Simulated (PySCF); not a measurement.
# CH5NSi2Te: the cost of one run

Computed with PySCF 2.14.0 and routines of our own; the level stands in each step. Atoms count from 0.

## Step 1: The system as given

10 atoms, charge 0, multiplicity 1; geometry from: GFN2-xTB.

## Step 2: Optimising the geometry at PBE0-D3(BJ)/def2-SVP

What the job is given:

```
{"job": {"xc": "PBE0", "basis": "def2-SVP", "d3": "d3bj", "grid": 1, "maxiter": 30, "shake": 0.01, "kind": "geom"}, "charge": 0, "multiplicity": 1}
N     -1.762100     2.292650     0.641460
C     -1.749600     1.181430     0.462130
Si    -1.614460    -0.658140     0.206410
Te     0.508840    -1.490620     1.310990
Si     2.020890    -0.021000     0.009800
H     -1.650030    -0.823460    -1.238240
H     -2.739530    -1.251140     0.874170
H      1.735370     1.398340     0.229300
H      3.347530    -0.334360     0.538700
H      1.953530    -0.314630    -1.396910
```

On the command line:

```sh
> OMP_NUM_THREADS=1 python heavy_run.py task.json out
```

This one command runs all jobs of the session in turn.

**Question.** How long does this first job take on 1 thread of Arm Neoverse V2, shared host, and how much memory does it need?

About 62 s, with a peak of 0.5 GiB.
